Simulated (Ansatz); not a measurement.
# CH₃F₄NW: how energies converge with the basis set

The task here is to estimate one member of a computed series from the others.

Computed with Ansatz 0.2.0, Gaussian basis. Level: one geometry, several basis sets.

Plan: PBE0-D4/def2-SVP; ωB97M-V/def2-SVP; PBE0-D4/def2-QZVPP; ωB97M-V/def2-QZVPP; the functionals' def2-TZVPP values are taken from earlier runs.

1 further run of the same task is left out (for a known fault of the program). Runs told in other sessions of the task aren't counted.

### Structure used throughout

The geometry comes from an earlier relaxation with PBE0-D4 in a triple-zeta def2 set; it is a stationary point, not always the lowest conformer. W takes the def2 core potential; no spin-orbit term is included.

10 atoms, charge 0, spin multiplicity 1.

Atoms are counted from 1 here; the program's logs count them from 0.

Bond lengths: C1–N2 1.416 Å, C1–H8 1.093 Å, C1–H9 1.093 Å, C1–H10 1.093 Å, N2–W3 1.702 Å, W3–F4 1.866 Å, W3–F5 1.866 Å, W3–F6 1.866 Å, W3–F7 1.866 Å. Angles: N2–C1–H8 110.0°, N2–C1–H9 109.9°, N2–C1–H10 110.0°, H8–C1–H9 109.0°, H8–C1–H10 109.0°, H9–C1–H10 109.0°, C1–N2–W3 179.8°, N2–W3–F4 104.6°, N2–W3–F5 104.5°, N2–W3–F6 104.5°, N2–W3–F7 104.4°, F4–W3–F5 86.4°, F4–W3–F6 86.4°, F4–W3–F7 151.0°, F5–W3–F6 151.0°, F5–W3–F7 86.4°, F6–W3–F7 86.4°.

Geometry (Å):

```mol
CH3F4NW
  3D, bonds by distance, orders not assigned

 10  9  0  0  0  0  0  0  0  0999 V2000
    0.5749   -1.6779   -0.1825 C   0  0
    0.1198   -0.3451   -0.0363 N   0  0
   -0.4209    1.2594    0.1386 W   0  0
   -2.2751    1.1525   -0.0393 F   0  0
   -0.4123    1.9465   -1.5959 F   0  0
   -0.7263    1.4534    1.9689 F   0  0
    1.1377    2.2473    0.4127 F   0  0
    0.3510   -2.0406   -1.1890 H   0  0
    1.6550   -1.7227   -0.0208 H   0  0
    0.0794   -2.3240    0.5467 H   0  0
  1  2  8  0
  2  3  8  0
  3  4  8  0
  3  5  8  0
  3  6  8  0
  3  7  8  0
  1  8  8  0
  1  9  8  0
  1 10  8  0
M  END
```

The first run:

The input, in.yaml:

```yaml
crystal:
  periodic: [false, false, false]
  atoms:
    - {symbol: C, position_ang: [0.574900, -1.677897, -0.182482]}
    - {symbol: N, position_ang: [0.119763, -0.345114, -0.036309]}
    - {symbol: W, position_ang: [-0.420939, 1.259357, 0.138606]}
    - {symbol: F, position_ang: [-2.275114, 1.152488, -0.039345]}
    - {symbol: F, position_ang: [-0.412335, 1.946470, -1.595883]}
    - {symbol: F, position_ang: [-0.726274, 1.453410, 1.968876]}
    - {symbol: F, position_ang: [1.137694, 2.247311, 0.412656]}
    - {symbol: H, position_ang: [0.350985, -2.040569, -1.188983]}
    - {symbol: H, position_ang: [1.655036, -1.722668, -0.020826]}
    - {symbol: H, position_ang: [0.079385, -2.323990, 0.546691]}
basis:
  gaussian: {orbitals: def2-SVP}
hamiltonian: {xc: pbe0, dispersion: d4}
output: {orbitals: {seedname: orbitals}}
```

On the command line:

```
$ ansatz run in.yaml --threads 4 --pin off --events-out ev --progress --plain --max-ram 11315MiB
```

Among the steps run: PBE0-D4 in def2-SVP; ωB97M-V in def2-SVP; PBE0-D4 in def2-QZVPP; ωB97M-V in def2-QZVPP.

One of the session's tables, all rows but one given; the rest of the session is left out.

It belongs to the step «Functionals by basis». 

| functional | basis | HOMO (eV) | LUMO (eV) |
| --- | --- | --- | --- |
| PBE0-D4 | def2-SVP | -9.19 | -3.04 |
| PBE0-D4 | def2-TZVPP | -9.17 | -2.93 |
| PBE0-D4 | def2-QZVPP | ? | ? |
| ωB97M-V | def2-SVP | -11.45 | -0.74 |
| ωB97M-V | def2-TZVPP | -11.44 | -0.63 |
| ωB97M-V | def2-QZVPP | -11.46 | -0.66 |

**Question.** Estimate the row for PBE0-D4, def2-QZVPP.

The run gave: HOMO (eV): -9.18; LUMO (eV): -2.96. In the column «HOMO (eV)» it lies between PBE0-D4, def2-SVP (-9.19) and PBE0-D4, def2-TZVPP (-9.17).
